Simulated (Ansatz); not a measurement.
**RuN₂ (singlet): from Hartree-Fock to the top rungs at a displaced geometry (v2), def2-SVP**

An exercise on one series of results from a longer session: the logs are not shown, and one member is left open.

The runs use Ansatz 0.2.0, Gaussian basis; def2-SVP, core rule «outside noble gas», up to 6 orbitals frozen.

The runs, in order: UHF; CCSD(T) on RHF; CCSD(T) on UHF; CISD; CCSDT(Q) on RHF; CASSCF and NEVPT2, 8 electrons in 8 orbitals.

8 further runs of the same task are left out: 2 that didn't finish, 6 set aside as unsound or not needed.

## The system

The geometry is a PBE0/def2-TZVP stationary point (not a proven minimum) with its atoms shifted at random (size 0.100 Å). No spin-orbit coupling is included. Elements past krypton take def2 core potentials.

3 atoms, charge 0, spin multiplicity 1.

Atoms are counted from 1 here; the program's logs count them from 0.

Bond lengths: Ru1–N2 1.797 Å, N2–N3 1.133 Å. Angles: Ru1–N2–N3 170.7°.

The first run:

The input, in.yaml:

```yaml
crystal:
  periodic: [false, false, false]
  atoms:
    - {symbol: Ru, position_ang: [0.084376, 0.005225, 1.569398]}
    - {symbol: N, position_ang: [-0.080498, 0.013599, -0.219609]}
    - {symbol: N, position_ang: [-0.003878, -0.018825, -1.349789]}
basis:
  gaussian: {orbitals: def2-SVP}
magnetization: {spin_polarized: true, initial_magnetization: 0}
hamiltonian: {xc: hf}
output: {orbitals: {seedname: orbitals}}
```

On the command line:

```
> ansatz run in.yaml --threads 1 --pin off --events-out ev --progress --plain --max-ram 2393MiB
```

Steps of the session up to this table: UHF; CCSD(T) on RHF; CCSD(T) on UHF; CISD; CCSDT(Q) on RHF; CASSCF and NEVPT2, 8 electrons in 8 orbitals.

One of the session's tables, all rows but one given; the rest of the session is left out.

| method | from RCCSDT(Q) (meV) |
| --- | --- |
| UHF | +14428.5 |
| RMP2 | +1259.5 |
| UMP2 | +99.8 |
| RCCSD | +1475.1 |
| UCCSD | +461.8 |
| RCCSD(T) | +439.7 |
| UCCSD(T) | -391.4 |
| RCCSDT | ? |
| RCCSDT(Q) | 0 |

**Question.** Estimate the row for RCCSDT.

As computed: from RCCSDT(Q) (meV): +230.1. In the column «from RCCSDT(Q) (meV)» it lies between UMP2 (+99.8) and RCCSD(T) (+439.7).

Not comparable, so not listed: CISD (they don't share determinant, frozen orbitals or solution with the rows shown, or repeat one).

Left out of the table: CASSCF frontier, NEVPT2 frontier (the active space lost an orbital or holds another state than full CI finds).

Caveats from the session: The determinant is far from a pure spin state, so its energy mixes those of several spin states (harmless only where they are near-degenerate, as at dissociation). Left out of the table: RHF (another determinant or state than the rows shown). The program flags UCCSD(T) as in doubt, so those rows may rest on another solution; read them beside their warnings. Warnings: restricted reference is unstable; spin contamination; coupled cluster took another determinant than the lowest; large T1 diagnostic. Restricted and unrestricted rows rest on different reference determinants; where their highest levels disagree by more than a few hundredths of an eV, they describe different states and don't form one ladder. Warnings in the runs' records: passed over end.
